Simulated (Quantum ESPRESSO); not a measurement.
# GeW (Fm-3m) in Quantum ESPRESSO: a series of runs, part 2 of 2

Quantum ESPRESSO 7.5. Earlier steps stand in the parts before.

## 3. Phonons, PBEsol, target pressure 5 GPa, at which the enthalpy is minimised

The input, pw.in:

```
&CONTROL
  calculation = 'scf'
  prefix = 'pwscf'
  outdir = './tmp'
  pseudo_dir = './pseudo'
  tprnfor = .true.
  tstress = .true.
  disk_io = 'low'
/
&SYSTEM
  ibrav = 0
  nat = 2
  ntyp = 2
  ecutwfc = 78
  nbnd = 21
  occupations = 'smearing'
  smearing = 'mv'
  degauss = 0.01469973
/
&ELECTRONS
  conv_thr = 4d-10
  electron_maxstep = 120
  mixing_beta = 0.5
/
ATOMIC_SPECIES
Ge    72.6300 Ge.upf
W    183.8400 W.upf
CELL_PARAMETERS angstrom
   0.0000000000    2.5776100000    2.5776100000
   2.5776100000    0.0000000000    2.5776100000
   2.5776100000    2.5776100000    0.0000000000
ATOMIC_POSITIONS crystal
Ge     0.5000000000    0.5000000000    0.5000000000
W      0.0000000000    0.0000000000    0.0000000000
K_POINTS automatic
8 8 8 0 0 0
```

The input, relax.in:

```
&CONTROL
  calculation = 'vc-relax'
  prefix = 'pwscf'
  outdir = './tmp'
  pseudo_dir = './pseudo'
  tprnfor = .true.
  tstress = .true.
  disk_io = 'low'
  nstep = 40
  forc_conv_thr = 0.0001
  etot_conv_thr = 1d-06
/
&SYSTEM
  ibrav = 0
  nat = 2
  ntyp = 2
  ecutwfc = 78
  nbnd = 21
  occupations = 'smearing'
  smearing = 'mv'
  degauss = 0.01469973
/
&ELECTRONS
  conv_thr = 4d-10
  electron_maxstep = 120
  mixing_beta = 0.5
/
&IONS
  ion_dynamics = 'bfgs'
/
&CELL
  cell_dynamics = 'bfgs'
  press = 50
  press_conv_thr = 0.2
/
ATOMIC_SPECIES
Ge    72.6300 Ge.upf
W    183.8400 W.upf
CELL_PARAMETERS angstrom
   0.0000000000    2.5776100000    2.5776100000
   2.5776100000    0.0000000000    2.5776100000
   2.5776100000    2.5776100000    0.0000000000
ATOMIC_POSITIONS crystal
Ge     0.5000000000    0.5000000000    0.5000000000
W      0.0000000000    0.0000000000    0.0000000000
K_POINTS automatic
8 8 8 0 0 0
```

The input, scf2.in:

```
&CONTROL
  calculation = 'scf'
  prefix = 'pwscf'
  outdir = './tmp'
  pseudo_dir = './pseudo'
  tprnfor = .true.
  tstress = .true.
  disk_io = 'low'
/
&SYSTEM
  ibrav = 0
  nat = 2
  ntyp = 2
  ecutwfc = 78
  nbnd = 21
  occupations = 'smearing'
  smearing = 'mv'
  degauss = 0.01469973
/
&ELECTRONS
  conv_thr = 1d-13
  electron_maxstep = 120
  mixing_beta = 0.5
  startingpot = 'file'
  startingwfc = 'file'
/
ATOMIC_SPECIES
Ge    72.6300 Ge.upf
W    183.8400 W.upf
CELL_PARAMETERS angstrom
   0.0000000000    2.5297594223    2.5297594223
   2.5297594223    0.0000000000    2.5297594223
   2.5297594223    2.5297594223    0.0000000000
ATOMIC_POSITIONS crystal
Ge     0.5000000000    0.5000000000    0.5000000000
W      0.0000000000    0.0000000000    0.0000000000
K_POINTS automatic
8 8 8 0 0 0
```

The input, ph.in:

```
phonons of GeW
&INPUTPH
  prefix = 'pwscf'
  outdir = './tmp'
  tr2_ph = 1d-18
  fildyn = 'dyn'
  niter_ph = 90
  alpha_mix(1) = 0.4
/
0.0000000000 0.0000000000 0.0000000000
```

The input, dynmat.in:

```
&INPUT
  fildyn = 'dyn'
  asr = 'crystal'
  filout = 'dynmat.disp'
  fileig = 'dynmat.eig'
/
```

Potentials or basis: PseudoDojo 0.4.1 SR PBEsol standard.

The run is started by

```console
$ OMP_NUM_THREADS=1 pw.x -in pw.in > pw.out
$ OMP_NUM_THREADS=1 pw.x -in relax.in > relax.out
$ OMP_NUM_THREADS=1 pw.x -in scf2.in > scf2.out
$ OMP_NUM_THREADS=1 ph.x -in ph.in > ph.out
$ OMP_NUM_THREADS=1 dynmat.x -in dynmat.in > dynmat.out
```

pw.out:

```text
This program is part of the open-source Quantum ESPRESSO suite
     for quantum simulation of materials; please cite
[... 9 lines left out ...]
     --------------------
     sticks:   dense  smooth     PW     G-vecs:    dense   smooth      PW
     Sum        1027    1027    313                21595    21595    3527

     Using Slab Decomposition

     bravais-lattice index     =            0
     lattice parameter (alat)  =       6.8886  a.u.
     unit-cell volume          =     231.1417 (a.u.)^3
     number of atoms/cell      =            2
     number of atomic types    =            2
     number of electrons       =        28.00
     number of Kohn-Sham states=           21
     kinetic-energy cutoff     =      78.0000  Ry
     charge density cutoff     =     312.0000  Ry
     scf convergence threshold =      4.0E-10
     mixing beta               =       0.5000
     number of iterations used =            8  plain     mixing
     Exchange-correlation= PBESOL
                           (   1   4  10   8   0   0   0)

     celldm(1)=   6.888602  celldm(2)=   0.000000  celldm(3)=   0.000000
     celldm(4)=   0.000000  celldm(5)=   0.000000  celldm(6)=   0.000000

     crystal axes: (cart. coord. in units of alat)
               a(1) = (   0.000000   0.707107   0.707107 )
               a(2) = (   0.707107   0.000000   0.707107 )
               a(3) = (   0.707107   0.707107   0.000000 )

     reciprocal axes: (cart. coord. in units 2 pi/alat)
               b(1) = ( -0.707107  0.707107  0.707107 )
               b(2) = (  0.707107 -0.707107  0.707107 )
               b(3) = (  0.707107  0.707107 -0.707107 )

     PseudoPot. # 1 for Ge read from file:
     Ge.upf
     Pseudo is Norm-conserving + core correction, Zval = 14.0
     Generated using ONCVPSP code by D. R. Hamann
     Using radial grid of 1560 points,  6 beta functions with:
                l(1) =   0
                l(2) =   0
                l(3) =   1
                l(4) =   1
                l(5) =   2
                l(6) =   2

     PseudoPot. # 2 for W  read from file:
     W.upf
     Pseudo is Norm-conserving + core correction, Zval = 14.0
     Generated using ONCVPSP code by D. R. Hamann
[... 24 lines left out ...]
        k(    1) = (   0.0000000   0.0000000   0.0000000), wk =   0.0039062
        k(    2) = (   0.0883883   0.0883883  -0.0883883), wk =   0.0312500
        k(    3) = (   0.1767767   0.1767767  -0.1767767), wk =   0.0312500
        k(    4) = (   0.2651650   0.2651650  -0.2651650), wk =   0.0312500
        k(    5) = (  -0.3535534  -0.3535534   0.3535534), wk =   0.0156250
        k(    6) = (   0.1767767   0.0000000   0.0000000), wk =   0.0234375
[... 21 lines left out ...]
        k(   28) = (  -0.7071068   0.1767767  -0.0000000), wk =   0.0468750
        k(   29) = (  -0.7071068   0.3535534   0.0000000), wk =   0.0234375

     Dense  grid:    21595 G-vectors     FFT dimensions: (  40,  40,  40)

     Initial potential from superposition of free atoms

     starting charge      27.9988, renormalised to      28.0000
     Starting wfcs are   19 randomized atomic wfcs +    2 random wfcs

     Self-consistent Calculation

     iteration #  1     ecut=    78.00 Ry     beta= 0.50
     Davidson diagonalization with overlap
     ethr =  1.00E-02,  avg # of iterations =  4.8

     Threshold (ethr) on eigenvalues was too large:
     Diagonalizing with lowered threshold

     Davidson diagonalization with overlap
     ethr =  1.62E-04,  avg # of iterations =  3.1

     total energy              =    -329.92830219 Ry
     estimated scf accuracy    <       0.04626353 Ry
[... 50 lines left out ...]
     iteration #  9     ecut=    78.00 Ry     beta= 0.50
     Davidson diagonalization with overlap
     ethr =  1.68E-12,  avg # of iterations =  2.0

     End of self-consistent calculation

          k = 0.0000 0.0000 0.0000 (  2733 PWs)   bands (ev):

   -57.4375 -21.6034 -21.6034 -21.6034  -7.4350  -7.4350  -7.3647  -7.3647
    -7.3647   4.7156  15.4423  15.4423  15.4423  16.1879  16.1879  19.4825
    19.4825  19.4825  24.5329  25.2613  32.1733
[... 111 lines left out ...]
   -57.4334 -21.6787 -21.6630 -21.6351  -7.4243  -7.4093  -7.3642  -7.3440
    -7.3419   7.8617  12.3456  12.8587  14.4642  16.1682  17.7903  18.8502
    19.3411  20.5564  24.3270  27.9716  29.0007

          k =-0.7071 0.0000 0.0000 (  2698 PWs)   bands (ev):

   -57.4333 -21.6938 -21.6406 -21.6406  -7.4308  -7.4234  -7.3755  -7.3387
    -7.3387   7.3484  12.8282  13.6743  16.6399  16.6399  17.1631  18.2306
    18.2306  18.5358  22.6583  28.9629  31.7302

          k = 0.3536 0.1768 0.0000 (  2690 PWs)   bands (ev):
[... 31 lines left out ...]
   -57.4336 -21.6764 -21.6608 -21.6337  -7.4224  -7.4017  -7.3547  -7.3535
    -7.3422   7.9951  11.6812  13.0406  13.7779  17.2748  17.3273  18.9019
    19.2141  21.6010  25.4963  27.6224  28.1610

          k =-0.7071 0.1768-0.0000 (  2686 PWs)   bands (ev):

   -57.4333 -21.6861 -21.6485 -21.6431  -7.4293  -7.4144  -7.3692  -7.3432
    -7.3387   7.6221  12.8337  13.3627  14.2926  17.2234  17.8560  18.2320
    18.2938  19.7720  23.9992  28.3229  29.7191

          k =-0.7071 0.3536 0.0000 (  2720 PWs)   bands (ev):

   -57.4333 -21.6674 -21.6674 -21.6457  -7.4289  -7.4043  -7.3553  -7.3553
    -7.3387   7.9623  12.9718  12.9718  13.0454  17.9180  18.0692  18.0692
    18.2334  20.2141  27.8586  27.9006  28.1122

     the Fermi energy is    17.1815 ev

!    total energy              =    -329.94090994 Ry
     estimated scf accuracy    <          3.1E-11 Ry
     smearing contrib. (-TS)   =      -0.00136141 Ry
     internal energy E=F+TS    =    -329.93954853 Ry

     The total energy is F=E-TS. E is the sum of the following terms:
     one-electron contribution =     -88.67462737 Ry
     hartree contribution      =      63.21287562 Ry
     xc contribution           =     -76.14154679 Ry
     ewald contribution        =    -228.33624999 Ry

     convergence has been achieved in   9 iterations

     Forces acting on atoms (cartesian axes, Ry/au):

     atom    1 type  1   force =     0.00000000    0.00000000    0.00000000
     atom    2 type  2   force =     0.00000000   -0.00000000   -0.00000000

     Total force =     0.000000     Total SCF correction =     0.000000

     Computing stress (Cartesian axis) and pressure

          total   stress  (Ry/bohr**3)                   (kbar)     P=      -54.73
  -0.00037207   0.00000000   0.00000000          -54.73        0.00        0.00
   0.00000000  -0.00037207   0.00000000            0.00      -54.73        0.00
   0.00000000   0.00000000  -0.00037207            0.00        0.00      -54.73

=------------------------------------------------------------------------------=
   JOB DONE.
=------------------------------------------------------------------------------=
```

relax.out:

```text
This program is part of the open-source Quantum ESPRESSO suite
     for quantum simulation of materials; please cite
[... 9 lines left out ...]
     --------------------
     sticks:   dense  smooth     PW     G-vecs:    dense   smooth      PW
     Sum        1027    1027    313                21595    21595    3527
[... 1646 lines left out ...]
   0.00033838  -0.00000000  -0.00000000           49.78       -0.00       -0.00
  -0.00000000   0.00033838   0.00000000           -0.00       49.78        0.00
   0.00000000   0.00000000   0.00033838            0.00        0.00       49.78

=------------------------------------------------------------------------------=
   JOB DONE.
=------------------------------------------------------------------------------=
```

It took 11 min on 1 thread of Arm Neoverse V2, shared host; peak memory 0.08 GiB.

What came out:

```
Free energy                            : -4489.0802 eV
Relaxed volume                         : 16.19 Å³/atom
Relaxed cell                           : a = 3.578 Å, b = 3.578 Å, c = 3.578 Å, α = 60.00°, β = 60.00°, γ = 60.00°
Space group after relaxing (to 0.05 Å) : Fm-3m (No. 225)
Pressure after relaxing                : 5.0 GPa
Band gap on the k mesh                 : none (metal or under the smearing width)
Highest phonon frequency at Γ          : 243 cm⁻¹
```

Step by step:
```
step  energy change (eV)  largest force (eV/Å)  pressure (GPa)  volume (Å³)
   1              0.0000                0.0000           -5.47        34.25
   2             -0.0081                0.0000            4.51        32.46
   3             -0.0056                0.0000            5.05        32.37
   4             -0.0058                0.0000            5.00        32.38
```

Final structure:
```xyz
2
Lattice="0.0000 2.5298 2.5298 2.5298 0.0000 2.5298 2.5298 2.5298 0.0000" Properties=species:S:1:pos:R:3 pbc="T T T"
Ge    2.5298    2.5298    2.5298
W     0.0000    0.0000    0.0000
```

Phonon frequencies in cm⁻¹ (negative: imaginary):
```
              q point              frequencies
(0.000, 0.000, 0.000)  -10 -10 -10 243 243 243
```

Optical modes at Γ, degenerate ones joined:
| cm⁻¹ | components | symmetry | active in |
| --- | --- | --- | --- |
| 243 | 3 | T1u | IR |

Caveat: the mesh is thin for the phonons of a metal; the cell is more than 3 GPa from zero pressure, which shifts response properties. Spin-orbit coupling is left out, which matters for the levels of W.

## 4. Phonons, PBEsol, target pressure 10 GPa, at which the enthalpy is minimised

pw.in is that of step 3.

Changes to relax.in since step 3:

```diff
@@ -32,3 +32,3 @@
   cell_dynamics = 'bfgs'
-  press = 50
+  press = 100
   press_conv_thr = 0.2
```

Changes to scf2.in since step 3:

```diff
@@ -30,5 +30,5 @@
 CELL_PARAMETERS angstrom
-   0.0000000000    2.5297594223    2.5297594223
-   2.5297594223    0.0000000000    2.5297594223
-   2.5297594223    2.5297594223    0.0000000000
+   0.0000000000    2.5106903270    2.5106903270
+   2.5106903270    0.0000000000    2.5106903270
+   2.5106903270    2.5106903270    0.0000000000
 ATOMIC_POSITIONS crystal
```

ph.in is that of step 3.

dynmat.in is that of step 3.

Potentials or basis: PseudoDojo 0.4.1 SR PBEsol standard.

The run is started by

```console
$ OMP_NUM_THREADS=1 pw.x -in pw.in > pw.out
$ OMP_NUM_THREADS=1 pw.x -in relax.in > relax.out
$ OMP_NUM_THREADS=1 pw.x -in scf2.in > scf2.out
$ OMP_NUM_THREADS=1 ph.x -in ph.in > ph.out
$ OMP_NUM_THREADS=1 dynmat.x -in dynmat.in > dynmat.out
```

pw.out:

```text
This program is part of the open-source Quantum ESPRESSO suite
     for quantum simulation of materials; please cite
[... 9 lines left out ...]
     --------------------
     sticks:   dense  smooth     PW     G-vecs:    dense   smooth      PW
     Sum        1027    1027    313                21595    21595    3527

     Using Slab Decomposition

     bravais-lattice index     =            0
     lattice parameter (alat)  =       6.8886  a.u.
     unit-cell volume          =     231.1417 (a.u.)^3
     number of atoms/cell      =            2
     number of atomic types    =            2
     number of electrons       =        28.00
     number of Kohn-Sham states=           21
     kinetic-energy cutoff     =      78.0000  Ry
     charge density cutoff     =     312.0000  Ry
     scf convergence threshold =      4.0E-10
     mixing beta               =       0.5000
     number of iterations used =            8  plain     mixing
     Exchange-correlation= PBESOL
                           (   1   4  10   8   0   0   0)

     celldm(1)=   6.888602  celldm(2)=   0.000000  celldm(3)=   0.000000
     celldm(4)=   0.000000  celldm(5)=   0.000000  celldm(6)=   0.000000

     crystal axes: (cart. coord. in units of alat)
               a(1) = (   0.000000   0.707107   0.707107 )
               a(2) = (   0.707107   0.000000   0.707107 )
               a(3) = (   0.707107   0.707107   0.000000 )

[... 152 lines left out ...]
          k = 0.0000 0.0000 0.0000 (  2733 PWs)   bands (ev):

   -57.4375 -21.6034 -21.6034 -21.6034  -7.4350  -7.4350  -7.3647  -7.3647
    -7.3647   4.7156  15.4423  15.4423  15.4423  16.1879  16.1879  19.4825
    19.4825  19.4825  24.5329  25.2613  32.1733
[... 111 lines left out ...]
   -57.4334 -21.6787 -21.6630 -21.6351  -7.4243  -7.4093  -7.3642  -7.3440
    -7.3419   7.8617  12.3456  12.8587  14.4642  16.1682  17.7903  18.8502
    19.3411  20.5564  24.3270  27.9716  29.0007

          k =-0.7071 0.0000 0.0000 (  2698 PWs)   bands (ev):

   -57.4333 -21.6938 -21.6406 -21.6406  -7.4308  -7.4234  -7.3755  -7.3387
    -7.3387   7.3484  12.8282  13.6743  16.6399  16.6399  17.1631  18.2306
    18.2306  18.5358  22.6583  28.9629  31.7302

          k = 0.3536 0.1768 0.0000 (  2690 PWs)   bands (ev):
[... 31 lines left out ...]
   -57.4336 -21.6764 -21.6608 -21.6337  -7.4224  -7.4017  -7.3547  -7.3535
    -7.3422   7.9951  11.6812  13.0406  13.7779  17.2748  17.3273  18.9019
    19.2141  21.6010  25.4963  27.6224  28.1610

          k =-0.7071 0.1768-0.0000 (  2686 PWs)   bands (ev):

   -57.4333 -21.6861 -21.6485 -21.6431  -7.4293  -7.4144  -7.3692  -7.3432
    -7.3387   7.6221  12.8337  13.3627  14.2926  17.2234  17.8560  18.2320
    18.2938  19.7720  23.9992  28.3229  29.7191

          k =-0.7071 0.3536 0.0000 (  2720 PWs)   bands (ev):

   -57.4333 -21.6674 -21.6674 -21.6457  -7.4289  -7.4043  -7.3553  -7.3553
    -7.3387   7.9623  12.9718  12.9718  13.0454  17.9180  18.0692  18.0692
    18.2334  20.2141  27.8586  27.9006  28.1122

     the Fermi energy is    17.1815 ev

!    total energy              =    -329.94090994 Ry
     estimated scf accuracy    <          3.1E-11 Ry
     smearing contrib. (-TS)   =      -0.00136141 Ry
     internal energy E=F+TS    =    -329.93954853 Ry

     The total energy is F=E-TS. E is the sum of the following terms:
     one-electron contribution =     -88.67462737 Ry
     hartree contribution      =      63.21287562 Ry
     xc contribution           =     -76.14154679 Ry
     ewald contribution        =    -228.33624999 Ry

     convergence has been achieved in   9 iterations

     Forces acting on atoms (cartesian axes, Ry/au):

     atom    1 type  1   force =     0.00000000    0.00000000    0.00000000
     atom    2 type  2   force =     0.00000000   -0.00000000   -0.00000000

     Total force =     0.000000     Total SCF correction =     0.000000

     Computing stress (Cartesian axis) and pressure

          total   stress  (Ry/bohr**3)                   (kbar)     P=      -54.73
  -0.00037207   0.00000000   0.00000000          -54.73        0.00        0.00
   0.00000000  -0.00037207   0.00000000            0.00      -54.73        0.00
   0.00000000   0.00000000  -0.00037207            0.00        0.00      -54.73

=------------------------------------------------------------------------------=
   JOB DONE.
=------------------------------------------------------------------------------=
```

scf2.out:

```text
This program is part of the open-source Quantum ESPRESSO suite
     for quantum simulation of materials; please cite
[... 9 lines left out ...]
     --------------------
     sticks:   dense  smooth     PW     G-vecs:    dense   smooth      PW
     Sum         955     955    295                19795    19795    3287
[... 334 lines left out ...]
   0.00067810  -0.00000000  -0.00000000           99.75       -0.00       -0.00
  -0.00000000   0.00067810   0.00000000           -0.00       99.75        0.00
  -0.00000000  -0.00000000   0.00067810           -0.00       -0.00       99.75

=------------------------------------------------------------------------------=
   JOB DONE.
=------------------------------------------------------------------------------=
```

It took 11 min on 1 thread of Arm Neoverse V2, shared host; peak memory 0.08 GiB.

Results:

```yaml
Free_energy: -4489.0463 eV
Relaxed_volume: 15.83 Å³/atom
Relaxed_cell: a = 3.551 Å, b = 3.551 Å, c = 3.551 Å, α = 60.00°, β = 60.00°, γ = 60.00°
Space_group_after_relaxing_to_0.05_Å: Fm-3m (No. 225)
Pressure_after_relaxing: 10.0 GPa
Band_gap_on_the_k_mesh: none (metal or under the smearing width)
Highest_phonon_frequency_at_Γ: 254 cm⁻¹
```

Step by step:
```tsv
step	energy change (eV)	largest force (eV/Å)	pressure (GPa)	volume (Å³)
1	0.0000	0.0000	-5.47	34.25
2	0.0300	0.0000	10.23	31.62
3	0.0278	0.0000	9.98	31.66
4	0.0280	0.0000	10.00	31.65
```

Final structure:
```
Ge W
1.0
     0.00000    2.51069    2.51069
     2.51069    0.00000    2.51069
     2.51069    2.51069    0.00000
Ge W
1 1
Cartesian
  2.5107 2.5107 2.5107
  0.0000 0.0000 0.0000
```

Phonon frequencies in cm⁻¹ (negative: imaginary):
```csv
q point,frequencies
"(0.000, 0.000, 0.000)",-10 -10 -10 254 254 254
```

Optical modes at Γ, degenerate ones joined:
| cm⁻¹ | components | symmetry | active in |
| --- | --- | --- | --- |
| 254 | 3 | T1u | IR |

Caveat: the mesh is thin for the phonons of a metal; the cell is more than 3 GPa from zero pressure, which shifts response properties.

## 5. Overview

```csv
cell,gap on the mesh (eV),pressure (GPa)
relaxed to 2 GPa,none,2.0
relaxed to 5 GPa,none,5.0
relaxed to 10 GPa,none,10.0
```

Alike in all rows: task phonons; level PBEsol; potentials or basis PseudoDojo 0.4.1 SR PBEsol standard; no spin polarisation; k mesh 8 × 8 × 8; cutoff (eV) 1061; smearing cold 0.2 eV.

Caveats: the mesh is thin for the phonons of a metal; the cell is more than 3 GPa from zero pressure, which shifts response properties (some runs).

Absolute energies hang on the potentials; compare differences alone.
